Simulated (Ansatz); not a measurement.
CuSn3:

```xyz
4
Lattice="-2.2399 2.2399 4.8707 2.2399 -2.2399 4.8707 2.2399 2.2399 -4.8707" Properties=species:S:1:pos:R:3 pbc="T T T"
Sn    0.0000    0.0000    4.8707
Sn    2.2399    0.0000    2.4354
Sn    0.0000    2.2399    2.4354
Cu    0.0000    0.0000    0.0000
```

The cell comes from a database or a generator and needn't be the stable form of this composition.

| Quantity | Value |
| --- | --- |
| Program | Ansatz 0.2.0 |
| Task | relaxation of cell and atoms |
| Functional | PBEsol |
| Dispersion | D3(BJ) |
| Potentials or basis | Ansatz PAW |
| Cutoff | 420 eV (not typed: the program's choice for these potentials) |
| k mesh | 8 × 8 × 8 |
| Occupations | fermi-dirac, width 0.05 eV |
| Spin | no spin polarisation |

At the start: volume 24.44 Å³/atom.

**Question.** How do energy, volume and symmetry change on relaxing?

**Answer.** It ends after 6 steps and the volume is 21.55 Å³/atom (-11.8 %); space group I4/mmm (No. 139, to 0.05 Å).

The path:
```tsv
step	energy change (eV)	largest force (eV/Å)	volume (Å³)
1	0.0000	0.0000	97.75
2	-0.2675	0.0000	84.63
3	-0.2737	0.0000	86.66
4	-0.2744	0.0000	86.26
5	-0.2745	0.0000	86.19
6	-0.2713	0.0000	86.19
```

Final structure:
```
Sn Cu
1.0
    -2.14268    2.14268    4.69362
     2.14268   -2.14268    4.69362
     2.14268    2.14268   -4.69362
Sn Cu
3 1
Direct
  0.50000 0.50000 0.00000
  0.25000 0.75000 0.50000
  0.75000 0.25000 0.50000
  0.00000 0.00000 0.00000
```

Caveat: the plane-wave basis is chosen anew once the cell has moved, so the energies of steps on either side of that aren't comparable; pairwise dispersion overbinds metals, which lowers pressure and volume; the PAW data sets come from PBE, with cores solved anew for the run's functional, which leaves a small shift of forces and pressure.
